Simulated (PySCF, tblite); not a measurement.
**C₂H₉ClSi₃: geometry, infrared bands and NMR shifts**

Aim: predict the infrared bands and NMR shifts of C₂H₉ClSi₃ (`Cl[C@H]1[SiH2]C[SiH2][SiH2]1`).

Programs: tblite 0.8.0 and PySCF 2.14.0, with density-fitted response routines of our own. Each step states its level of theory. These are calculated values for one molecule in the gas phase, unless marked as measured. Atoms count from 0, in the outputs and in this text.

### 1 Starting geometry

15 atoms, charge 0, multiplicity 1; geometry from: force field or distance geometry start.

Bonds of the start (Å): Cl0–C1 1.77, C1–Si2 1.90, Si2–C3 1.87, C3–Si4 1.87, Si4–Si5 2.25, Si5–C1 1.88, C1–H6 1.09, Si2–H7 1.47, Si2–H8 1.46, C3–H9 1.11, C3–H10 1.11, Si4–H11 1.46, Si4–H12 1.46, Si5–H13 1.47, Si5–H14 1.46.

### 2 Relaxing the molecule with GFN2-xTB

What the job is given:

```
{"job": {"kind": "relax", "xc": "GFN2-xTB", "basis": "xTB"}, "charge": 0, "multiplicity": 1}
Cl    -1.416000    -0.620200    -1.956200
C     -1.531000     0.226000    -0.409800
Si    -0.742100    -0.937300     0.863400
C      0.861800    -1.307000    -0.030300
Si     1.598100     0.411300    -0.073000
Si    -0.282400     1.623600    -0.330200
H     -2.538700     0.539300    -0.132700
H     -0.382500    -0.191200     2.074000
H     -1.550400    -2.124700     1.107600
H      1.486400    -2.020600     0.538100
H      0.640300    -1.666600    -1.053700
H      2.512700     0.589000    -1.195900
H      2.192400     0.654600     1.237800
H     -0.579000     2.397200     0.880500
H     -0.274100     2.434500    -1.541500
```

The run is started by

```sh
$ OMP_NUM_THREADS=1 python probes_run.py task.json out
```

One launch serves the whole session: the jobs run in the order shown.

**Question.** This job is followed by: GFN2-xTB harmonic vibrations, gas phase; GIAO PBE0/pcSseg-1 NMR shielding, non-relativistic, gas phase. Predict these results of the whole session: strongest single infrared mode (GFN2-xTB); zero-point energy (GFN2-xTB); ¹³C shifts against TMS (PBE0/pcSseg-1); ¹H shifts against TMS (PBE0/pcSseg-1); ³⁵Cl shifts against HCl (PBE0/pcSseg-1); ²⁹Si shifts against TMS (PBE0/pcSseg-1).

The runs gave:

| quantity | value |
| --- | --- |
| strongest single infrared mode (GFN2-xTB) | 2184 cm⁻¹, 467 km/mol |
| zero-point energy (GFN2-xTB) | 58.5 kcal/mol |
| ¹³C shifts against TMS (PBE0/pcSseg-1) | 31.4, -14.9 ppm |
| ¹H shifts against TMS (PBE0/pcSseg-1) | 4.62, 4.40, 4.35, 4.28, 4.13, 4.07, 3.25, 0.47, 0.15 ppm |
| ³⁵Cl shifts against HCl (PBE0/pcSseg-1) | 95 ppm |
| ²⁹Si shifts against TMS (PBE0/pcSseg-1) | -23.4, -58.0, -72.6 ppm |

What this shows: Over 91 steps the energy fell by 0.662 eV; of the close pairs, Si4–Si5 changed most, 2.252 to 2.318 Å. No mode is imaginary among the 39: a minimum at this level. The strongest single mode, at 2184 cm⁻¹, moves mainly H12 and H13. Unscaled tight-binding wavenumbers are off by several per cent, some by more. Its intensities can rank the bands wrongly. C1 (sp3 CH bonded to Cl and 2 Si) lies farthest downfield among carbon, at 31.4 ppm; deshielded by the electronegative neighbour. At PBE0/pcSseg-1: The largest span, 411 ppm, is at Cl0, where the paramagnetic term is -293 ppm.
